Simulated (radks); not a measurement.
# A spherical quantum dot from 19 to 27 electrons

Aim: add electrons one at a time to a parabolic well with ω = 0.348 hartree*, try the lowest free levels for each, keep the configuration of least energy, and see where shells close.

Program: radks, version 2. Model: non-relativistic spin-polarised Kohn-Sham, LDA (Slater exchange, Perdew-Wang correlation), spherically averaged shells. All values are calculated.

## 1. The model

```
well                     : a parabolic well with ω = 0.348 hartree*
functional               : LDA (Slater exchange, Perdew-Wang correlation)
levels                   : named by radial order: 1s, 1p, 1d, 2s, 1f and so on
units                    : effective atomic units, hartree* and bohr*
configuration carried in : 1s2 1p6 1d10 (N = 18, energy 55.360380)
```

The runs that follow: Electron number 19; 20 electrons; Electron number 21; 22 electrons; N = 23; 24 electrons; N = 25; N = 26; 27 electrons.

Q: Predict the outcome of this session. Wanted: closed shells at N; largest addition energy; most unpaired electrons; polarisability at N = 20; configuration at N = 27.

As calculated:

| quantity | value |
| --- | --- |
| closed shells at N | 20 |
| largest addition energy | 0.260 hartree* at N = 20 (of N = 19 to 26) |
| most unpaired electrons | 7 at N = 27 |
| polarisability at N = 20 | 165.1 bohr*³ |
| configuration at N = 27 | 1s2 1p6 1d10 2s2 1f(up 7, down 0) |

What this shows: Shells close at N = 20, and the second difference peaks there. The largest moment in range is 7, first at N = 27: exchange favours parallel spins in open shells. In a parabolic well without a central charge the polarisability is N/ω² whatever the interaction, here 165.1. The model keeps every shell spherical, so real clusters and dots, which can deform, may order levels otherwise.
